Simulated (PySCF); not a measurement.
# SnF−: bond curves at several levels of theory

One job finds the state of SnF−, follows it along the bond with each method and fits the curves.

The runs use PySCF 2.14.0; Sn def2-SVPD with ECP28, F def2-SVPD, scalar-relativistic core potentials.

2 further runs of the same task are left out: 2 set aside as unsound or not needed.

### Step 1. The job

The job is set up so:

- atoms: Sn, F
- charge: -1
- basis: Sn def2-SVPD with ECP28, F def2-SVPD
- Hamiltonian: scalar-relativistic core potentials
- basis functions: 55
- electrons treated: 32
- masses in u: 119.9022, 18.9984
- levels: PBE0, PBE, r²SCAN, TPSS, BP86, r²SCAN0, HF, MP2, SCS-MP2, CCSD, CCSD(T)
- grid: 80 radial by 434 angular points
- occupations: held fixed by the projection of orbital angular momentum
- dissociation limit: Sn + F−, each in its ground configuration
- starting distance in angstrom: 2.065
- values of 2S to try: 0, 2

The run is started by

```console
> OMP_NUM_THREADS=1 python dia.py task.json out
```

After this run come: First curve: PBE0; PBE (GGA); r²SCAN (meta-GGA); TPSS (meta-GGA); BP86 (GGA); r²SCAN0; UHF; Correlated methods on the Hartree–Fock reference.

What does the calculation give? Wanted: for each run, Re; ωe; De; μ.

The runs gave:

Lowest PBE0 solution found, without spin–orbit coupling: ³Σ⁻ (triplet), unpaired electrons π ↑↑.

```csv
level,Re (Å),ωe (cm⁻¹),De (eV),μ (D)
UHF,2.068,450,2.49,-2.10
UHF-MP2,2.103,427,2.51,n/a
UHF-SCS-MP2,2.107,423,2.45,n/a
UHF-CCSD,2.097,432,2.49,n/a
UHF-CCSD(T),2.103,427,2.52,n/a
PBE,2.124,408,2.58,-2.17
BP86,2.122,410,2.57,-2.12
TPSS,2.107,422,2.65,-2.03
r²SCAN,2.088,437,2.79,-1.98
PBE0,2.091,434,2.63,-2.11
r²SCAN0,2.072,450,2.77,-2.02
```

De is counted to Sn + F− in their ground configurations. A positive dipole points from Sn to F; in an ion it is taken about the centre of mass and does not tell which atom is negative.

Differences from CCSD(T) in the same basis:

```csv
level,Re (mÅ),ωe (%)
UHF,-35,+5.5
UHF-MP2,0,+0.1
UHF-SCS-MP2,+4,-0.8
UHF-CCSD,-6,+1.1
PBE,+21,-4.5
BP86,+19,-4.0
TPSS,+4,-1.0
r²SCAN,-15,+2.3
PBE0,-12,+1.7
r²SCAN0,-31,+5.5
```

Judged by CCSD(T) in the same basis: best bond length UHF-MP2 (0 mÅ), worst UHF (-35 mÅ); best wavenumber UHF-MP2 (+0.1 %), worst UHF and r²SCAN0 (+5.5 %). Hartree–Fock falls on the short and stiff side, its usual fault. PBE gives a bond that is too long and too soft, as GGAs tend to. CCSD(T) in a basis this small is itself some way from its limit, more so than the functionals. Of the levels with a De here, UHF-SCS-MP2 gives the least (2.45 eV) and r²SCAN the most (2.79 eV).

Correlated steps freeze 5 core orbitals. These are scalar-relativistic numbers at best; spin–orbit coupling would shift them, the dissociation energy most. With some functionals the highest level of the anion is positive, from self-interaction error or because the anion is truly unbound there; the finite basis then holds the extra electron, and no neutral molecule was run to test the binding.
